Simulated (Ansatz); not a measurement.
Run this with Ansatz 0.2.0 through its Python package and show what comes out.

`fi.py`
```python
import ansatz as az
from ase.data import atomic_masses, atomic_numbers
import numpy as np

BASIS_SET = "def2-TZVP"
LEVEL = "ccsd_t"

GEOMETRY = """
I     0.00000    0.00000    0.00000
F     0.00000    0.00000    1.92500
"""


def main() -> None:
    molecule = az.Crystal.molecule()
    for line in GEOMETRY.strip().splitlines():
        symbol, *xyz = line.split()
        molecule = molecule.atom(symbol, [float(v) for v in xyz])

    symbols = [site.symbol for site in molecule.cartesian_sites]
    start = np.array([site.position_ang for site in molecule.cartesian_sites])
    axis = (start[1] - start[0]) / np.linalg.norm(start[1] - start[0])
    moving = [1]
    lengths, energies = [1.694, 1.771, 1.848, 1.925, 2.002, 2.079, 2.156, 2.272], []
    for length in lengths:
        xyz = start.copy()
        xyz[moving] += (length - np.linalg.norm(start[1] - start[0])) * axis
        point = az.Crystal.molecule()
        for symbol, xyz in zip(symbols, xyz):
            point = point.atom(symbol, xyz.tolist())
        setup = (
            point.calculation()
            .basis(gaussian=BASIS_SET)
            .correlation(LEVEL)
        )
        rep = setup.run().report
        energies.append(rep["free_energy_ev"])
        print(f"r = {length:6.3f} A  E = {energies[-1]:.5f} eV  <S^2> = {abs(rep['mean_field']['state']['spin_squared']):.3f}")

    fit = np.polynomial.Polynomial.fit(lengths, np.array(energies) - min(energies), 4).convert()
    roots = [r.real for r in fit.deriv().roots() if abs(r.imag) < 1e-9 and fit.deriv(2)(r.real) > 0]
    r_e = min(roots, key=lambda r: abs(r - lengths[int(np.argmin(energies))]))
    print(f"minimum of the fit at {r_e:.4f} A, force constant {fit.deriv(2)(r_e):.2f} eV/A^2")
    m1, m2 = (atomic_masses[atomic_numbers[s]] for s in symbols)
    mu = m1 * m2 / (m1 + m2)
    print(f"harmonic wavenumber {521.4709 * np.sqrt(fit.deriv(2)(r_e) / mu):.0f} 1/cm, rotational constant {16.857629 / (mu * r_e ** 2):.4f} 1/cm")


if __name__ == "__main__":
    main()
```

```console
$ python fi.py
r =  1.694 A  E = -10797.66050 eV  <S^2> = 0.000
r =  1.771 A  E = -10798.19143 eV  <S^2> = 0.000
r =  1.848 A  E = -10798.43491 eV  <S^2> = 0.000
r =  1.925 A  E = -10798.48369 eV  <S^2> = 0.000
r =  2.002 A  E = -10798.40336 eV  <S^2> = 0.000
r =  2.079 A  E = -10798.24048 eV  <S^2> = 0.000
r =  2.156 A  E = -10798.02826 eV  <S^2> = 0.000
r =  2.272 A  E = -10797.66587 eV  <S^2> = 0.000
minimum of the fit at 1.9098 A, force constant 23.96 eV/A^2
harmonic wavenumber 628 1/cm, rotational constant 0.2797 1/cm
```

The lowest point is at 1.925 Å. At the shortest distance (1.69 Å) the energy is 0.82 eV higher, at the longest (2.27 Å) 0.82 eV.

Caveats:
- Total energies depend on the basis set; only differences at equal settings carry meaning.
- The basis set is modest, and single-reference methods fail as a bond breaks.
- def2 sets replace the cores of elements past krypton by effective core potentials.
- The orbitals are restricted, so S² is zero by construction.
- S² is that of the Hartree-Fock reference.
- The spin state was assumed, and another may lie lower.
- Finished in 27 s on 1 thread of Arm Neoverse V2, with other jobs on the host, peak memory 0.29 GiB.

(Lines on the test bed's own set-up are left out of the output.)
